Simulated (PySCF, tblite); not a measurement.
# C7H16BP: geometry, infrared bands and NMR shifts

Wanted: the infrared bands and NMR shifts of C7H16BP (`[BH3-][P@@+]1(C)C=C(CC)CC1`), by calculation.

The runs use tblite 0.8.0 and PySCF 2.14.0, with density-fitted response routines of our own; the level of theory stands in each step. All values are computed, except where a source is named. Atoms are numbered from 0 throughout.

**1. The molecule as given**

25 atoms, charge 0, multiplicity 1; geometry from: force field or distance geometry start.

Bonds of the start (Å): B0–P1 1.90, P1–C2 1.80, P1–C3 1.77, C3–C4 1.32, C4–C5 1.50, C5–C6 1.52, C4–C7 1.51, C7–C8 1.54, C8–P1 1.80, B0–H9 1.20, B0–H10 1.18, B0–H11 1.20, C2–H12 1.12, C2–H13 1.11, C2–H14 1.11, C3–H15 1.11, C5–H16 1.11, C5–H17 1.11, C6–H18 1.10, C6–H19 1.12, C6–H20 1.12, C7–H21 1.11, C7–H22 1.11, C8–H23 1.12, C8–H24 1.12.

**2. Relaxing the molecule with GFN2-xTB**

What the job is given:

```
{"job": {"kind": "relax", "xc": "GFN2-xTB", "basis": "xTB"}, "charge": 0, "multiplicity": 1}
B     -2.278300    -1.748300     0.182700
P     -1.488800    -0.030800     0.047200
C     -2.544100     1.285700     0.684200
C      0.101600     0.017700     0.815400
C      1.064300     0.370800    -0.013700
C      2.493200     0.525200     0.413300
C      3.135600    -0.828400     0.694900
C      0.629900     0.716500    -1.421200
C     -0.849700     0.319600    -1.597600
H     -2.590900    -1.960100     1.320600
H     -1.518400    -2.575600    -0.188500
H     -3.265800    -1.779100    -0.497500
H     -3.495500     1.319200     0.097900
H     -2.024500     2.261800     0.586700
H     -2.798300     1.107200     1.748500
H      0.264500    -0.212300     1.885300
H      3.082200     1.036500    -0.379600
H      2.545100     1.154500     1.327500
H      3.092900    -1.468400    -0.202700
H      4.203000    -0.688700     0.992700
H      2.604500    -1.336100     1.536600
H      1.251700     0.169400    -2.160400
H      0.753100     1.812100    -1.574400
H     -0.944000    -0.596100    -2.228500
H     -1.434300     1.151800    -2.060300
```

Started as:

```sh
OMP_NUM_THREADS=1 python probes_run.py task.json out
```

The driver reads the jobs from task.json and runs them one after another.

**Question.** This job is followed by: GFN2-xTB harmonic vibrations, gas phase; GIAO PBE0/pcSseg-1 NMR shielding, non-relativistic, gas phase. Predict these results of the whole session: strongest single infrared mode (GFN2-xTB); zero-point energy (GFN2-xTB); ¹³C shifts against TMS (PBE0/pcSseg-1); ¹H shifts against TMS (PBE0/pcSseg-1, means over atoms taken as alike); ¹¹B shifts against BF3·OEt2 (PBE0/pcSseg-1); ³¹P shifts against H3PO4 (PBE0/pcSseg-1).

The runs gave:

| quantity | value |
| --- | --- |
| strongest single infrared mode (GFN2-xTB) | 1082 cm⁻¹, 200 km/mol |
| zero-point energy (GFN2-xTB) | 131.8 kcal/mol |
| ¹³C shifts against TMS (PBE0/pcSseg-1) | 172.2, 128.2, 37.5, 31.8, 29.0, 17.0, 16.7 ppm |
| ¹H shifts against TMS (PBE0/pcSseg-1, means over atoms taken as alike) | 5.84, 2.80, 2.61, 2.52, 2.10, 2.01, 1.78, 1.29, 1.16, 0.80 ppm |
| ¹¹B shifts against BF3·OEt2 (PBE0/pcSseg-1) | -48.3 ppm |
| ³¹P shifts against H3PO4 (PBE0/pcSseg-1) | 33.0 ppm |

In words: Over 133 steps the energy fell by 0.426 eV; of the close pairs, P1–C8 changed most, 1.799 to 1.852 Å. All 69 modes are real, so the xTB geometry is a minimum. The strongest single mode, at 1082 cm⁻¹, moves mainly H10, H9 and H11. GFN2-xTB is a fitted tight-binding method: band positions and strengths are rough. Its intensities can rank the bands wrongly. The most deshielded hydrogen is H15 (hydrogen on an alkene CH), at 5.84 ppm: a vinylic proton, deshielded by the sp2 carbon and the C=C anisotropy. At PBE0/pcSseg-1: The largest span, 232 ppm, is at C4, where the paramagnetic term is -250 ppm.
